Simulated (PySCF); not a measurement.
# GeOH: doublet, from a bent start

The task is one start of a wider search on GeOH: the doublet, from a bent start. It is relaxed, tested by its Hessian and followed downhill if it is a saddle.

The runs use PySCF 2.14.0; PBE0, basis Ge def2-TZVP, O def2-TZVP, H def2-TZVP, no relativity, density fitting.

## Step 1: The starting structure

3 atoms, charge 0, spin multiplicity 2.

Bond lengths: Ge1–O2 1.680 Å, Ge1–H3 1.530 Å. Angles: O2–Ge1–H3 110.0°.

```xyz
3
charge 0 multiplicity 2
Ge    0.0000    0.0000    0.0000
O    -1.3762    0.0000    0.9636
H     1.2533    0.0000    0.8776
```

## Step 2: First SCF at the start

One driver script runs all steps and calls PySCF; scf.py shows how it sets up the SCF of each step. The optimiser is the driver's own. After this first run the driver tries any further starts and a stability analysis.

File scf.py:

```python
from pyscf import gto, scf, dft
mol = gto.M(atom='''
Ge     0.000000     0.000000     0.000000
O     -1.376200     0.000000     0.963600
H      1.253300     0.000000     0.877600''',
    basis={'Ge': 'def2-TZVP', 'O': 'def2-TZVP', 'H': 'def2-TZVP'},
    charge=0, spin=1)
mf = dft.UKS(mol, xc='PBE0')
mf.grids.atom_grid = (50, 194)
aux = {'Ge': 'def2-universal-JKFIT', 'O': 'def2-universal-JKFIT', 'H': 'def2-universal-JKFIT'}
mf = mf.density_fit(auxbasis=aux)
mf.conv_tol = 1e-08
mf.diis_space = 10
mf.max_cycle = 60
mf.init_guess = 'minao'
mf.verbose = 4
mf.kernel()
```

Started as:

```
$ OMP_NUM_THREADS=2 python axn.py task.json out
```

Standard output:

```text
init E= -2151.81375093137
[... the frontier-level lines of each cycle are left out ...]
cycle= 1 E= -2152.13208950422  delta_E= -0.318  |g|= 0.892  |ddm|= 1.18
cycle= 2 E= -2147.61462669787  delta_E= 4.52  |g|= 2.59  |ddm|= 3.71
cycle= 3 E= -2152.3753916981  delta_E= -4.76  |g|= 0.37  |ddm|= 3.62
cycle= 4 E= -2152.41556582988  delta_E= -0.0402  |g|= 0.314  |ddm|= 0.415
cycle= 5 E= -2152.44344635631  delta_E= -0.0279  |g|= 0.112  |ddm|= 0.115
cycle= 6 E= -2152.44790417095  delta_E= -0.00446  |g|= 0.0673  |ddm|= 0.048
cycle= 7 E= -2152.45026051805  delta_E= -0.00236  |g|= 0.00414  |ddm|= 0.0593
cycle= 8 E= -2152.45031284554  delta_E= -5.23e-05  |g|= 0.00247  |ddm|= 0.0119
cycle= 9 E= -2152.45033789033  delta_E= -2.5e-05  |g|= 0.00223  |ddm|= 0.0098
cycle= 10 E= -2152.45034922679  delta_E= -1.13e-05  |g|= 0.00137  |ddm|= 0.00932
cycle= 11 E= -2152.45035051391  delta_E= -1.29e-06  |g|= 0.000378  |ddm|= 0.00203
cycle= 12 E= -2152.45035064948  delta_E= -1.36e-07  |g|= 0.000124  |ddm|= 0.00072
cycle= 13 E= -2152.45035066329  delta_E= -1.38e-08  |g|= 4.97e-05  |ddm|= 0.000201
cycle= 14 E= -2152.45035066527  delta_E= -1.98e-09  |g|= 6.84e-06  |ddm|= 9.24e-05
Extra cycle  E= -2152.45035066525  delta_E= 2.36e-11  |g|= 1.63e-05  |ddm|= 1.67e-05
converged SCF energy = -2152.45035066525  <S^2> = 0.76188737  2S+1 = 2.0118522
```

This step, with its further starts and checks, needed 4 s of wall time on 2 threads of Arm Neoverse V1, shared host.

No lower solution of this spin turned up in the test of internal stability.

## Step 3: Relaxing the doublet from the bent start

The program finds Cs symmetry in the start, which this walk keeps. Threshold on the gradient: 0.0003 Eh/bohr, with a further test on the energy change.

scf.py, as its differences from that of step 2:

```diff
@@ -3,3 +3,3 @@
-Ge     0.000000     0.000000     0.000000
-O     -1.376200     0.000000     0.963600
-H      1.253300     0.000000     0.877600''',
+Ge     0.228203     0.000000    -0.179240
+O     -1.147997     0.000000     0.784360
+H      1.481503     0.000000     0.698360''',
@@ -15 +14,0 @@
-mf.init_guess = 'minao'
```

Steps of the walk:

| step | energy (Eh) | change (kJ/mol) | largest symmetric gradient (Eh/bohr) |
| --- | --- | --- | --- |
| 0 | -2152.450351 | 0.00 | 0.02899 |
| 1 | -2152.451717 | -3.59 | 0.00671 |
| 2 | -2152.451984 | -4.29 | 0.00103 |
| 3 | -2152.451997 | -4.32 | 0.00044 |
| 4 | -2152.451999 | -4.33 | 0.00029 |

The walk took 7.3 s.

Geometry (Å) and forces (eV/Å) at some steps:

```
step 0
Ge   0.228   0.000  -0.179  -1.490   0.000  -0.015
O   -1.148   0.000   0.784   0.694   0.000  -0.514
H    1.482   0.000   0.698   0.796   0.000   0.529
step 1
Ge   0.203   0.000  -0.178  -0.134   0.000  -0.232
O   -1.142   0.000   0.775  -0.211   0.000   0.072
H    1.501   0.000   0.706   0.345   0.000   0.160
step 2
Ge   0.196   0.000  -0.172  -0.038   0.000   0.007
O   -1.162   0.000   0.770  -0.014   0.000  -0.018
H    1.528   0.000   0.705   0.053   0.000   0.011
step 3
Ge   0.194   0.000  -0.168   0.006   0.000   0.023
O   -1.168   0.000   0.768  -0.001   0.000  -0.011
H    1.536   0.000   0.704  -0.005   0.000  -0.011
step 4
Ge   0.194   0.000  -0.166   0.008   0.000   0.015
O   -1.169   0.000   0.767   0.001   0.000  -0.007
H    1.538   0.000   0.703  -0.009   0.000  -0.008
```

After 4 steps and 4.3 kJ/mol it ends at Cs: Ge–H 1.600 Å, Ge–O 1.652 Å; H–Ge–O 112.8°.

## Step 4: Hessian and properties

On the finer grid the gradient is checked again; gradients at displacements of ±0.02 bohr then give force constants and infrared intensities.

scf.py, as its differences from that of step 3:

```diff
@@ -3,3 +3,3 @@
-Ge     0.228203     0.000000    -0.179240
-O     -1.147997     0.000000     0.784360
-H      1.481503     0.000000     0.698360''',
+Ge     0.225213     0.000000    -0.173027
+O     -1.138342     0.000000     0.758621
+H      1.568565     0.000000     0.694203''',
@@ -9 +9 @@
-mf.grids.atom_grid = (50, 194)
+mf.grids.atom_grid = (75, 302)
@@ -12 +12 @@
-mf.conv_tol = 1e-08
+mf.conv_tol = 1e-10
```

This SCF starts from the last density.

Log of the central SCF (cycles and frontier levels):

```text
init E= -2152.45195485863
[... the frontier-level lines of each cycle are left out ...]
cycle= 1 E= -2152.45195485856  delta_E= 6.37e-11  |g|= 1.26e-05  |ddm|= 9.28e-06
cycle= 2 E= -2152.45195485799  delta_E= 5.75e-10  |g|= 3.96e-05  |ddm|= 2.8e-05
cycle= 3 E= -2152.45195485864  delta_E= -6.53e-10  |g|= 3.98e-07  |ddm|= 2.15e-05
cycle= 4 E= -2152.45195485864  delta_E= 3.64e-12  |g|= 2.9e-07  |ddm|= 7.14e-07
Extra cycle  E= -2152.45195485863  delta_E= 8.19e-12  |g|= 4.22e-07  |ddm|= 5.62e-07
converged SCF energy = -2152.45195485863  <S^2> = 0.76147599  2S+1 = 2.0114433
```

The whole step took 42 s.

Geometry: Cs; Ge–H 1.599 Å, Ge–O 1.651 Å; H–Ge–O 112.8°.

Harmonic modes (main isotopes):

| symmetry | ω (cm⁻¹) | IR (km/mol) | type |
| --- | --- | --- | --- |
| a' | 461 | 13.7 | bend |
| a' | 911 | 13.2 | stretch |
| a' | 1781 | 92.6 | stretch |

All wavenumbers are real: a minimum.

Properties at this point:

```yaml
Dipole_moment: 3.23 D
Highest_occupied_level: -7.35 eV
Lowest_empty_level: -3.92 eV
Rotational_constants: 7.978, 0.4588, 0.4338 cm⁻¹
Zero-point_energy: 18.9 kJ/mol
Principal_polarisabilities: 25.9, 33.8, 44.2 bohr³
Atomisation_energy_without_zero-point_energy: 728 kJ/mol
Principal_traceless_quadrupole_moments_about_the_centre_of_mass: -4.95, 0.94, 4.01 D Å
Entropy_at_298.15_K_and_1_bar_electronic_part_spin_only: 256.5 J/(mol K)
Heat_capacity_Cp_at_298.15_K: 41.0 J/(mol K)
Enthalpy_at_298.15_K_above_0_K: 10.72 kJ/mol
Rotational_symmetry_number: 1
Spin_squared_⟨S²⟩: 0.761
```

Charges (e) and bond orders:

```json
{"atom": "Ge1", "Mulliken": "0.40", "Löwdin": "0.34", "polar tensor": "0.43", "spin (Mulliken)": "0.33", "Mayer order to Ge1": "–"}
{"atom": "O2", "Mulliken": "-0.43", "Löwdin": "-0.29", "polar tensor": "-0.37", "spin (Mulliken)": "0.40", "Mayer order to Ge1": "1.98"}
{"atom": "H3", "Mulliken": "0.03", "Löwdin": "-0.05", "polar tensor": "-0.06", "spin (Mulliken)": "0.26", "Mayer order to Ge1": "0.81"}
```

Outer orbital energies (eV). α occupied: -34.49, -34.36, -26.10, -14.52, -10.95, -9.39, -9.23, -7.35; empty: -2.49, 0.82, 1.24, 4.30. β occupied: -34.47, -34.46, -34.29, -25.29, -13.83, -9.73, -8.94, -8.39; empty: -3.92, -2.13, 1.10, 1.88.

Mulliken populations on Ge1: s 7.66, p 13.71, d 10.19, f 0.04.

## Step 5: Summary of results

```
                                          quantity                                      value
                                           minimum                                doublet, Cs
                                          geometry  Ge–H 1.599 Å, Ge–O 1.651 Å; H–Ge–O 112.8°
                                wavenumbers (cm⁻¹)              461 (a'), 911 (a'), 1781 (a')
                                     dipole moment                                     3.23 D
highest occupied, lowest empty level (either spin)                            -7.35, -3.92 eV
                        polar-tensor charge of Ge1                                    +0.43 e
                                 zero-point energy                                18.9 kJ/mol
                               entropy at 298.15 K                            256.5 J/(mol K)
         atomisation energy (no zero-point energy)                                 728 kJ/mol
                                              ⟨S²⟩                                      0.761
```

**Reading.** The bent start keeps its Cs symmetry and ends in a minimum. The strongest infrared band lies at 1781 cm⁻¹ (a', stretch). Other starts or spin states, not run here, may lie lower.

The search up to here took 53 s.
